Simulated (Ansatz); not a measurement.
# B3LYP/aug-cc-pVDZ run of GeH2ClF (SMILES [F][GeH2][Cl])

What is the electronic atomisation energy of GeH2ClF at B3LYP/aug-cc-pVDZ? 

Program for the calculation: Ansatz 0.2.0.

47 further runs of the same task are left out: 2 that didn't finish, 45 set aside as unsound or not needed.

### Step 1. The molecule

GeH2ClF has 5 atoms, charge 0, and is taken as a singlet. SMILES: `[F][GeH2][Cl]`. The coordinates come from a PBE0-D4/def2-TZVP relaxation.

Bond lengths: F1–Ge2 1.730 Å, Ge2–Cl3 2.133 Å, Ge2–H4 1.528 Å, Ge2–H5 1.528 Å. Angles: F1–Ge2–Cl3 106.4°, F1–Ge2–H4 107.1°, F1–Ge2–H5 107.1°, Cl3–Ge2–H4 109.1°, Cl3–Ge2–H5 109.1°, H4–Ge2–H5 117.4°.

### Step 2. A single-point energy at B3LYP/aug-cc-pVDZ

The input, in.yaml:

```yaml
crystal:
  periodic: [false, false, false]
  atoms:
    - symbol: F
      position_ang: [-0.242000, -0.508000, 1.588600]
    - symbol: Ge
      position_ang: [0.139900, -0.089200, -0.045500]
    - symbol: Cl
      position_ang: [-1.390300, 1.244900, -0.698900]
    - symbol: H
      position_ang: [0.067600, -1.375500, -0.867400]
    - symbol: H
      position_ang: [1.474700, 0.654200, -0.018300]
basis:
  gaussian: {orbitals: aug-cc-pVDZ}
output: {orbitals: {seedname: orbitals}}
hamiltonian: {xc: {name: B3LYP}}
accuracy: high
```

Command:

```console
ansatz run in.yaml --threads 1 --pin off --max-ram 3480MiB --events-out events.jsonl --progress --plain --runs-dir runs
```

The program printed:

```text
Warning: RAYON_NUM_THREADS=1 ignored (pool sized by the plan → 1); use --threads N
Functional definition: B3LYP
  name "B3LYP"
  parameter a0 = 0.2
  parameter ax = 0.72
  parameter ac = 0.81
  exchange = (1 - a0 - ax)*slater_x + ax*b88_x + a0*exact_x
  correlation = (1 - ac)*vwn_rpa_c + ac*lyp_c
2113 factors; integrals over basis functions are off by at most 4.4e-9 eV
mean field evaluation 1: about -71791.4844 eV, gradient 3.6e1 eV
mean field evaluation 2: about -71785.7902 eV, gradient 7.1e1 eV
mean field evaluation 4: about -71793.6124 eV, gradient 1.9e0 eV
mean field evaluation 8: about -71793.6691 eV, gradient 9.5e-2 eV
mean field evaluation 16: about -71793.6692 eV, gradient 1.5e-6 eV
mean field -71793.66915070 eV, -2638.3686777913 hartree, gradient 7.3e-8 eV, S^2 0.000000; 0 other end points of the search recorded, 0 dependent functions left out
reference -71793.66919433 eV, -2638.3686793947 hartree; 30, 30 occupied and 74, 74 virtual orbitals, 2113 factors
Total energy: -71793.66919433 eV, -2638.3686793947 hartree
```

Run time: 14 s. Hardware: 1 thread of Arm Neoverse V1, shared host; peak memory 0.38 GiB.

### Step 3. The Cl atom, same level

The input, in.yaml:

```yaml
basis:
  gaussian: {orbitals: aug-cc-pVDZ}
crystal:
  periodic: [false, false, false]
  atoms:
    - symbol: Cl
      position_ang: [0.000000, 0.000000, 0.000000]
magnetization: {spin_polarized: true, initial_magnetization: 1}
hamiltonian: {xc: {name: B3LYP}}
accuracy: high
```

Run the same way, it converges to -460.16147 Eh (log not shown).

### Step 4. The F atom at the same level

The input, input.yaml:

```yaml
crystal:
  periodic: [false, false, false]
  atoms:
    - {symbol: F, position_ang: [0.000000, 0.000000, 0.000000]}
basis:
  gaussian:
    orbitals: aug-cc-pVDZ
magnetization:
  spin_polarized: true
  initial_magnetization: 1
hamiltonian:
  xc: {name: B3LYP}
accuracy: high
```

Run the same way, it converges to -99.73950 Eh (log not shown).

### Step 5. The Ge atom at the same level

The input, molecule.yaml:

```yaml
crystal:
  periodic: [false, false, false]
  atoms:
    - {symbol: Ge, position_ang: [0.000000, 0.000000, 0.000000]}
basis:
  gaussian: {orbitals: aug-cc-pVDZ}
magnetization: {spin_polarized: true, initial_magnetization: 2}
hamiltonian: {xc: {name: B3LYP}}
accuracy: high
```

Command:

```console
ansatz run molecule.yaml --threads 1 --pin off --max-ram 3480MiB --events-out events.jsonl --progress --plain --runs-dir runs
```

The program printed, cut to the lines that bear on the results:

```text
Warning: RAYON_NUM_THREADS=1 ignored (pool sized by the plan → 1); use --threads N
[... 7 set-up lines as earlier in the session ...]
352 factors; integrals over basis functions are off by at most 4.5e-9 eV
mean field evaluation 1: about -56516.3095 eV, gradient 2.3e0 eV
mean field evaluation 2: about -56516.3667 eV, gradient 5.8e-1 eV
mean field evaluation 4: about -56516.3686 eV, gradient 5.8e-1 eV
mean field evaluation 8: about -56516.3719 eV, gradient 5.3e-4 eV
mean field evaluation 16: about -56516.2944 eV, gradient 2.5e0 eV
mean field evaluation 32: about -56516.3719 eV, gradient 8.1e-8 eV
mean field -56516.37189475 eV, -2076.9383589594 hartree, gradient 8.1e-8 eV, S^2 2.002165; 1 other end points of the search recorded, 0 dependent functions left out
reference -56516.37191945 eV, -2076.9383598669 hartree; 17, 15 occupied and 19, 21 virtual orbitals, 352 factors
Total energy: -56516.37191945 eV, -2076.9383598669 hartree
```

Run time: 3.6 s. Hardware: 1 thread of Arm Neoverse V1, shared host; peak memory 0.11 GiB.

### Step 6. The H atom, same level

The input, run.yaml:

```yaml
basis:
  gaussian: {orbitals: aug-cc-pVDZ}
crystal:
  periodic: [false, false, false]
  atoms:
    - {symbol: H, position_ang: [0.000000, 0.000000, 0.000000]}
magnetization: {spin_polarized: true, initial_magnetization: 1}
accuracy: high
hamiltonian: {xc: {name: B3LYP}}
```

Run the same way, it converges to -0.50166 Eh (log not shown).

### Step 7. Summary of results

Level: B3LYP/aug-cc-pVDZ.

```
                     quantity           value
       molecule: total energy  -2638.36868 Eh
        molecule: HOMO energy        -8.99 eV
        molecule: LUMO energy        -0.99 eV
      molecule: HOMO–LUMO gap         8.00 eV
        Cl atom: total energy   -460.16147 Eh
                Cl atom: ⟨S²⟩           0.752
         F atom: total energy    -99.73950 Eh
                 F atom: ⟨S²⟩           0.752
        Ge atom: total energy  -2076.93836 Eh
                Ge atom: ⟨S²⟩           2.002
         H atom: total energy     -0.50166 Eh
                 H atom: ⟨S²⟩           0.750
electronic atomisation energy       14.314 eV
```

Taking the molecule apart into free atoms costs 14.31 eV (330 kcal/mol), before zero-point energy and without spin-orbit coupling.
